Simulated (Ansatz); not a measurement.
# CH₇AsOSi: a ladder of functionals and wavefunction methods

An exercise on one series of results from a longer session: the logs are not shown, and one member is left open.

Method: functionals in def2-TZVPP, the program's frozen cores in correlated methods; program: Ansatz 0.2.0, Gaussian basis.

Levels to be run: LDA (SPW92), PBE-D4, revPBE-D4, BLYP-D4, r2SCAN-D4, B97M-V, PBE0-D4, B3LYP-D4, r2SCANh-D4, r2SCAN0-D4, HSE06-D4, BHLYP-D4, CAM-B3LYP-D4, LC-ωPBE, ωB97X-V, ωB97M-V, B2PLYP, PBE-QIDH; CCSD(T)/def2-SVP; CCSD(T)/def2-TZVPP; MP2/def2-QZVPP; extrapolation to the limit; RPA on PBE.

## The relaxed structure

All runs share one geometry, relaxed beforehand with PBE0-D4 in a triple-zeta def2 set.

SMILES `OC[SiH2][AsH2]`, 11 atoms, charge 0, spin multiplicity 1.

Atoms are counted from 1 here; the program's logs count them from 0.

Bond lengths: O1–C2 1.417 Å, O1–H5 0.960 Å, C2–Si3 1.891 Å, C2–H6 1.099 Å, C2–H7 1.100 Å, Si3–As4 2.361 Å, Si3–H8 1.487 Å, Si3–H9 1.490 Å, As4–H10 1.524 Å, As4–H11 1.522 Å. Angles: C2–O1–H5 108.8°, O1–C2–Si3 108.7°, O1–C2–H6 112.0°, O1–C2–H7 111.8°, Si3–C2–H6 108.7°, Si3–C2–H7 108.4°, H6–C2–H7 107.2°, C2–Si3–As4 113.9°, C2–Si3–H8 109.8°, C2–Si3–H9 107.8°, As4–Si3–H8 108.2°, As4–Si3–H9 108.5°, H8–Si3–H9 108.7°, Si3–As4–H10 91.7°, Si3–As4–H11 91.3°, H10–As4–H11 92.3°.

Geometry (Å):

```xyz
11
CH7AsOSi
O    -1.0655    0.9982   -0.9839
C    -0.2660    1.1052    0.1807
Si   -0.0449   -0.6189    0.9258
As    0.9563   -2.1726   -0.5429
H    -1.1742    1.8720   -1.3667
H     0.7263    1.5242   -0.0388
H    -0.7322    1.7533    0.9377
H    -1.3658   -1.1601    1.3432
H     0.8185   -0.4857    2.1323
H     2.0940   -1.2094   -0.8602
H     0.1189   -1.6632   -1.7066
```

The first run:

The input, in.yaml:

```yaml
crystal:
  periodic: [false, false, false]
  atoms:
    - {symbol: O, position_ang: [-1.065470, 0.998232, -0.983949]}
    - {symbol: C, position_ang: [-0.266035, 1.105198, 0.180673]}
    - {symbol: Si, position_ang: [-0.044912, -0.618937, 0.925795]}
    - {symbol: As, position_ang: [0.956335, -2.172575, -0.542863]}
    - {symbol: H, position_ang: [-1.174197, 1.871983, -1.366685]}
    - {symbol: H, position_ang: [0.726312, 1.524169, -0.038751]}
    - {symbol: H, position_ang: [-0.732196, 1.753262, 0.937727]}
    - {symbol: H, position_ang: [-1.365790, -1.160142, 1.343172]}
    - {symbol: H, position_ang: [0.818517, -0.485651, 2.132307]}
    - {symbol: H, position_ang: [2.093973, -1.209444, -0.860206]}
    - {symbol: H, position_ang: [0.118865, -1.663197, -1.706619]}
basis:
  gaussian: {orbitals: def2-TZVPP}
hamiltonian: {xc: lda}
output: {orbitals: {seedname: orbitals}}
```

Started as:

```console
> ansatz run in.yaml --threads 4 --pin off --events-out ev --progress --plain --max-ram 10444MiB
```

Among the steps run: LDA; PBE-D4 (GGA); revPBE-D4 (GGA); BLYP-D4 (GGA); r2SCAN-D4 (meta-GGA); B97M-V (meta-GGA); B3LYP-D4 (hybrid); r2SCANh-D4 (hybrid); r2SCAN0-D4 (hybrid); HSE06-D4 (hybrid); BHLYP-D4 (hybrid); CAM-B3LYP-D4 (range-separated); LC-ωPBE (range-separated); ωB97X-V (range-separated); ωB97M-V (range-separated); B2PLYP (double hybrid); PBE-QIDH (double hybrid).

One table of the session follows, with a row left open; its other results are not shown here.

It belongs to the step «Orbital energies across the functionals». 

```
  functional  HOMO (eV)  LUMO (eV)  gap (eV)
 LDA (SPW92)      -6.33      -0.63      5.70
      PBE-D4      -6.20      -0.42      5.78
   revPBE-D4      -6.15      -0.34      5.82
     BLYP-D4      -6.06      -0.37      5.69
   r2SCAN-D4      -6.46      -0.04      6.42
      B97M-V      -6.53      -0.21      6.32
     PBE0-D4      -7.27       0.44      7.71
    B3LYP-D4          ?          ?         ?
  r2SCANh-D4      -6.86       0.25      7.11
  r2SCAN0-D4      -7.44       0.68      8.12
    HSE06-D4      -6.88       0.07      6.95
    BHLYP-D4      -8.20       1.22      9.42
CAM-B3LYP-D4      -8.51       1.33      9.85
     LC-ωPBE      -9.81       2.55     12.37
     ωB97X-V      -9.49       2.41     11.89
     ωB97M-V      -9.35       2.03     11.38
```

Q: Estimate the row for B3LYP-D4 from the others.

Worked estimate for «HOMO (eV)». Against the share of exact exchange, BLYP-D4 (0, -6.06), BHLYP-D4 (0.5, -8.20) give a slope of -4.28 per unit share; at 0.2 the line stands at -6.92.

The run gave: HOMO (eV): -7.07; LUMO (eV): 0.16; gap (eV): 7.24. In «HOMO (eV)» the line misses by +0.15.
